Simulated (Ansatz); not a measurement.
# C₂H₃FSSi: up Jacob's ladder to CCSD(T)

One table from this session's results is given with a row withheld; the runs are named, their logs left out.

Computed with Ansatz 0.2.0, Gaussian basis. Level: functionals in def2-TZVPP, the program's frozen cores in correlated methods.

Plan: LDA (SPW92), PBE-D4, revPBE-D4, BLYP-D4, r2SCAN-D4, B97M-V, PBE0-D4, B3LYP-D4, r2SCANh-D4, r2SCAN0-D4, HSE06-D4, BHLYP-D4, CAM-B3LYP-D4, LC-ωPBE, ωB97X-V, ωB97M-V, B2PLYP, PBE-QIDH; CCSD(T)/def2-SVP; CCSD(T)/def2-TZVPP; MP2/def2-QZVPP; extrapolation to the limit; RPA on PBE.

## The relaxed structure

All runs share one geometry, relaxed beforehand with PBE0-D4 in a triple-zeta def2 set.

SMILES `F[SiH]1CC1=S`, 8 atoms, charge 0, spin multiplicity 1.

Atoms are counted from 1 here; the program's logs count them from 0.

Bond lengths: F1–Si2 1.590 Å, Si2–C3 1.850 Å, Si2–C4 1.831 Å, Si2–H6 1.475 Å, C3–C4 1.507 Å, C3–H7 1.098 Å, C3–H8 1.088 Å, C4–S5 1.598 Å. Angles: F1–Si2–C3 116.1°, F1–Si2–C4 123.6°, F1–Si2–H6 109.4°, C3–Si2–C4 48.3°, C3–Si2–H6 125.7°, C4–Si2–H6 121.9°, Si2–C3–C4 65.2°, Si2–C3–H7 105.8°, Si2–C3–H8 134.5°, C4–C3–H7 110.7°, C4–C3–H8 120.2°, H7–C3–H8 111.9°, Si2–C4–C3 66.5°, Si2–C4–S5 152.2°, C3–C4–S5 135.3°.

As a file:

| atom | x (Å) | y (Å) | z (Å) |
| --- | --- | --- | --- |
| F1 | -1.58187 | 0.28824 | 1.66540 |
| Si2 | -0.36364 | 0.66624 | 0.71532 |
| C3 | 0.55711 | -0.75460 | -0.03112 |
| C4 | -0.21165 | 0.08877 | -1.01595 |
| S5 | -0.13755 | 0.34790 | -2.59076 |
| H6 | 0.23345 | 1.93620 | 1.16806 |
| H7 | -0.01205 | -1.65432 | 0.23694 |
| H8 | 1.60821 | -0.97552 | -0.20378 |

The first run:

in.yaml

```yaml
crystal:
  periodic: [false, false, false]
  atoms:
    - {symbol: F, position_ang: [-1.581868, 0.288240, 1.665404]}
    - {symbol: Si, position_ang: [-0.363640, 0.666235, 0.715320]}
    - {symbol: C, position_ang: [0.557110, -0.754602, -0.031121]}
    - {symbol: C, position_ang: [-0.211650, 0.088772, -1.015954]}
    - {symbol: S, position_ang: [-0.137552, 0.347902, -2.590763]}
    - {symbol: H, position_ang: [0.233447, 1.936195, 1.168064]}
    - {symbol: H, position_ang: [-0.012050, -1.654318, 0.236936]}
    - {symbol: H, position_ang: [1.608205, -0.975524, -0.203784]}
basis:
  gaussian: {orbitals: def2-TZVPP}
hamiltonian: {xc: lda}
output: {orbitals: {seedname: orbitals}}
```

Run with:

```console
$ ansatz run in.yaml --threads 2 --pin off --events-out ev --progress --plain --max-ram 4352MiB
```

Steps of the session up to this table: LDA; PBE-D4 (GGA); revPBE-D4 (GGA); BLYP-D4 (GGA); r2SCAN-D4 (meta-GGA); B97M-V (meta-GGA); PBE0-D4 (hybrid); B3LYP-D4 (hybrid); r2SCANh-D4 (hybrid); r2SCAN0-D4 (hybrid); HSE06-D4 (hybrid); BHLYP-D4 (hybrid); CAM-B3LYP-D4 (range-separated); LC-ωPBE (range-separated); ωB97X-V (range-separated); ωB97M-V (range-separated); B2PLYP (double hybrid); PBE-QIDH (double hybrid).

One of the session's tables, all rows but one given; the rest of the session is left out.

```
  functional  HOMO (eV)  LUMO (eV)  gap (eV)
 LDA (SPW92)          ?          ?         ?
      PBE-D4      -5.05      -3.70      1.35
   revPBE-D4      -5.00      -3.63      1.37
     BLYP-D4      -4.90      -3.52      1.38
   r2SCAN-D4      -5.23      -3.61      1.61
      B97M-V      -5.30      -3.55      1.75
     PBE0-D4      -6.19      -2.83      3.36
    B3LYP-D4      -5.97      -2.98      2.98
  r2SCANh-D4      -5.65      -3.28      2.37
  r2SCAN0-D4      -6.30      -2.78      3.52
    HSE06-D4      -5.79      -3.21      2.58
    BHLYP-D4      -7.20      -1.76      5.45
CAM-B3LYP-D4      -7.46      -1.65      5.81
     LC-ωPBE      -8.79      -0.60      8.19
     ωB97X-V      -8.44      -0.64      7.80
     ωB97M-V      -8.28      -0.69      7.59
```

**Question.** Estimate the row for LDA (SPW92).

The run gave: HOMO (eV): -5.18; LUMO (eV): -3.89; gap (eV): 1.29. In the column «HOMO (eV)» it lies between r2SCAN-D4 (-5.23) and PBE-D4 (-5.05).
